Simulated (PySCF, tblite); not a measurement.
# C8H12Si: geometry, infrared bands and NMR shifts

What infrared bands and NMR shifts should C8H12Si (`C=CC1=C[SiH2][C@H]2C[C@@H]1C2`) show?

Programs: tblite 0.8.0 and PySCF 2.14.0, with density-fitted response routines of our own. Each step states its level of theory. These are calculated values for one molecule in the gas phase, unless marked as measured. Atoms are numbered from 0 throughout.

## (1) The starting structure

21 atoms, charge 0, multiplicity 1; geometry from: force field or distance geometry start.

Bonds of the start (Å): C0–C1 1.34, C1–C2 1.45, C2–C3 1.35, C3–Si4 1.87, Si4–C5 2.01, C5–C6 1.56, C6–C7 1.57, C7–C8 1.57, C7–C2 1.53, C8–C5 1.56, C0–H9 1.08, C0–H10 1.09, C1–H11 1.09, C3–H12 1.07, Si4–H13 1.49, Si4–H14 1.47, C5–H15 1.09, C6–H16 1.10, C6–H17 1.10, C7–H18 1.09, C8–H19 1.09, C8–H20 1.11.

## (2) Relaxing the molecule with GFN2-xTB

Job settings and geometry (Å):

```
{"job": {"kind": "relax", "xc": "GFN2-xTB", "basis": "xTB"}, "charge": 0, "multiplicity": 1}
C      2.357300     2.160700     0.198400
C      2.101300     0.991600    -0.400900
C      0.907600     0.178800    -0.307200
C      0.838700    -0.981900    -0.992300
Si    -0.669600    -2.085500    -0.929400
C     -1.779200    -0.919600     0.271200
C     -0.892900    -0.453400     1.472300
C     -0.294400     0.635400     0.519300
C     -1.677800     0.554800    -0.219800
H      3.300600     2.655900     0.054200
H      1.635400     2.673900     0.833900
H      2.902800     0.573800    -1.006700
H      1.648900    -1.366600    -1.578800
H     -1.292900    -2.209700    -2.277400
H     -0.381100    -3.382100    -0.295900
H     -2.760600    -1.341300     0.490400
H     -0.192300    -1.176600     1.909200
H     -1.480100    -0.040000     2.304000
H     -0.150400     1.592600     1.024100
H     -1.679500     0.738900    -1.294700
H     -2.450600     1.217100     0.225600
```

The run is started by

```sh
> OMP_NUM_THREADS=1 python probes_run.py task.json out
```

The driver reads the jobs from task.json and runs them one after another.

**Question.** This job is followed by: GFN2-xTB harmonic vibrations, gas phase; GIAO PBE0/pcSseg-1 NMR shielding, non-relativistic, gas phase. Predict these results of the whole session: strongest single infrared mode (GFN2-xTB); zero-point energy (GFN2-xTB); 13C shifts against TMS (PBE0/pcSseg-1, means over atoms taken as alike); 1H shifts against TMS (PBE0/pcSseg-1, means over atoms taken as alike); 29Si shifts against TMS (PBE0/pcSseg-1); surface potential, 1st and 99th percentile.

**Answer**, as computed:

| quantity | value |
| --- | --- |
| strongest single infrared mode (GFN2-xTB) | 2220 cm⁻¹, 499 km/mol |
| zero-point energy (GFN2-xTB) | 106.9 kcal/mol |
| 13C shifts against TMS (PBE0/pcSseg-1, means over atoms taken as alike) | 177.5, 148.2, 124.9, 118.3, 35.9, 32.5, 16.9 ppm |
| 1H shifts against TMS (PBE0/pcSseg-1, means over atoms taken as alike) | 6.59, 5.74, 5.51, 5.38, 4.60, 2.96, 2.70, 1.86, 1.65 ppm |
| 29Si shifts against TMS (PBE0/pcSseg-1) | -45.2 ppm |
| surface potential, 1st and 99th percentile | -0.64 V and 0.86 V |

In words: Over 35 steps the energy fell by 0.305 eV; of the close pairs, Si4–C5 changed most, 2.008 to 1.897 Å. No mode is imaginary among the 57: a minimum at this level. The strongest single mode, at 2220 cm⁻¹, moves mainly H14 and H13. Unscaled tight-binding wavenumbers are off by several per cent, some by more. Its intensities can rank the bands wrongly. At PBE0/pcSseg-1: The largest span, 262 ppm, is at C2, where the paramagnetic term is -246 ppm. By nearest atom (PBE0/pcSseg-1), the HOMO sits on C3 31 %; C0 21 % and the LUMO on C0, C3 about 21 % each; C2 18 %.
